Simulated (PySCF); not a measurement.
# B2BiH8 (Bi(BH4)2+): the cost of one run

Program: PySCF 2.14.0. Level of theory: PBE0, Bi def2-SVP with ECP60, B def2-SVP, H def2-SVP; scalar-relativistic core potentials, no spin–orbit coupling. These are calculated values, not measurements.

1 further run of the same task is left out (for a known fault of the program).

## Step 1: Where the work starts

11 atoms, charge 1, spin multiplicity 1.

Bond lengths: Bi1–B2 2.411 Å, Bi1–H4 2.046 Å, Bi1–H6 2.089 Å, Bi1–B7 2.411 Å, Bi1–H9 2.046 Å, Bi1–H11 2.089 Å, B2–H3 1.208 Å, B2–H4 1.316 Å, B2–H5 1.207 Å, B2–H6 1.301 Å, B7–H8 1.208 Å, B7–H9 1.316 Å, B7–H10 1.207 Å, B7–H11 1.301 Å. Angles: B2–Bi1–H4 33.1°, B2–Bi1–H6 32.6°, B2–Bi1–B7 112.7°, B2–Bi1–H9 96.4°, B2–Bi1–H11 102.4°, H4–Bi1–H6 61.8°, H4–Bi1–B7 96.4°, H4–Bi1–H9 98.0°, H4–Bi1–H11 74.4°, H6–Bi1–B7 102.4°, H6–Bi1–H9 74.4°, H6–Bi1–H11 111.1°, B7–Bi1–H9 33.1°, B7–Bi1–H11 32.6°, H9–Bi1–H11 61.8°, Bi1–B2–H3 136.0°, Bi1–B2–H4 58.0°, Bi1–B2–H5 98.3° and more.

Geometry (Å):

```
Bi    0.0000    0.0000   -0.4994
B     2.0060   -0.0502    0.8365
H     2.2651   -0.0266    2.0159
H     1.1405   -1.0413    0.8424
H     2.8056   -0.2019   -0.0544
H     1.3538    1.0648    0.6821
B    -2.0060    0.0502    0.8365
H    -2.2651    0.0266    2.0159
H    -1.1405    1.0413    0.8424
H    -2.8056    0.2019   -0.0544
H    -1.3538   -1.0648    0.6821
```

Formal oxidation states: Bi +3. An earlier session relaxed this geometry at PBE0, Bi def2-SVP with ECP60, B def2-SVP, H def2-SVP (singlet, point group C1).

Its energy there is -268.647928 Eh.

## Step 2: One electron removed, multiplicity 2

run.py (the lines that set the calculation) reads:

```python
mol = gto.M(atom='''
Bi     0.00000     0.00000    -0.49937
B      2.00601    -0.05022     0.83648
H      2.26507    -0.02664     2.01588
H      1.14049    -1.04126     0.84241
H      2.80555    -0.20188    -0.05441
H      1.35385     1.06482     0.68207
B     -2.00601     0.05022     0.83648
H     -2.26507     0.02664     2.01588
H     -1.14049     1.04126     0.84241
H     -2.80555     0.20188    -0.05441
H     -1.35385    -1.06482     0.68207''',
    basis={'Bi': 'def2-SVP', 'B': 'def2-SVP', 'H': 'def2-SVP'},
    ecp={'Bi': 'def2-SVP'},
    charge=2, spin=1)
mf = dft.UKS(mol, xc='PBE0')
mf.grids.atom_grid = (50, 194)
mf = mf.density_fit()  # fitting sets: Bi def2-universal-JKFIT, B def2-universal-JKFIT, H def2-universal-JKFIT
mf.conv_tol = 1e-08; mf.max_cycle = 55
mf.kernel(dm0)  # dm0: the density of the relaxed state
```

Launch:

```sh
OMP_NUM_THREADS=2 python run.py
```

**Question.** How long does this run take on 2 threads of Arm Neoverse V1, shared host?

About 3.1 s.
